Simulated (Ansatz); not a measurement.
**HfNH₂+ (quintet): from Hartree-Fock to the top rungs at a displaced geometry (v1), def2-SVP**

One table from this session's results is given with a row withheld; the runs are named, their logs left out.

Program: Ansatz 0.2.0, Gaussian basis. Level of theory: def2-SVP, core rule «outside noble gas», up to 5 orbitals frozen. These are calculated values, not measurements.

To be run: UHF; CCSD(T) on ROHF; CCSD(T) on UHF; CISD as a restricted active space (open shells left free, so some higher excitations enter); CCSDT(Q) on ROHF; CCSDT(Q) on UHF.

26 further runs of the same task are left out: 10 for a known fault of the program, 4 that didn't finish, 12 set aside as unsound or not needed. Runs told in other sessions of the task aren't counted.

**The geometry**

The geometry is a PBE0/def2-TZVP stationary point (not a proven minimum) with its atoms shifted at random (size 0.040 Å). No spin-orbit coupling is included. Elements past krypton take def2 core potentials.

4 atoms, charge 1, spin multiplicity 5.

Atoms are counted from 1 here; the program's logs count them from 0.

Bond lengths: Hf1–N2 2.338 Å, N2–H3 1.100 Å, N2–H4 1.037 Å. Angles: Hf1–N2–H3 125.6°, Hf1–N2–H4 126.9°, H3–N2–H4 107.5°.

Set-up of the first run:

in.yaml

```yaml
crystal:
  periodic: [false, false, false]
  atoms:
    - {symbol: Hf, position_ang: [0.000207, 0.001041, 0.199129]}
    - {symbol: N, position_ang: [-0.002977, -0.015102, -2.138850]}
    - {symbol: H, position_ang: [0.053699, 0.872813, -2.785038]}
    - {symbol: H, position_ang: [-0.049078, -0.847211, -2.755235]}
basis:
  gaussian: {orbitals: def2-SVP}
total_charge: 1
magnetization: {spin_polarized: true, initial_magnetization: 4}
hamiltonian: {xc: hf}
output: {orbitals: {seedname: orbitals}}
```

On the command line:

```bash
> ansatz run in.yaml --threads 1 --pin off --events-out ev --progress --plain --max-ram 2393MiB
```

Among the steps run: UHF; CCSD(T) on ROHF; CCSD(T) on UHF; CISD as a restricted active space (open shells left free, so some higher excitations enter); CCSDT(Q) on ROHF; CCSDT(Q) on UHF.

One table of the session follows, with a row left open; its other results are not shown here.

```
   method  from RCCSDT(Q) (kJ/mol)
     ROHF                   +505.9
      UHF                   +485.4
     RMP2                    +73.8
     UMP2                    +65.4
    RCCSD                    +13.6
    UCCSD                     +5.2
 RCCSD(T)                     +3.4
 UCCSD(T)                     -4.7
   RCCSDT                     +0.8
   UCCSDT                        ?
RCCSDT(Q)                        0
UCCSDT(Q)                     -7.4
```

Estimate the missing values for UCCSDT.

**Answer.** from RCCSDT(Q) (kJ/mol): -6.7. In the column «from RCCSDT(Q) (kJ/mol)» it lies between UCCSDT(Q) (-7.4) and UCCSD(T) (-4.7).

Not comparable, so not listed: CISD as a restricted active space (open shells left free, so some higher excitations enter) (they don't share determinant, frozen orbitals or solution with the rows shown, or repeat one).

Caveats from the session: Warnings: coupled cluster took another determinant than the lowest. Restricted and unrestricted rows rest on different reference determinants; a gap between their highest levels can come from leftover correlation error, from unlike frozen cores or from another state.
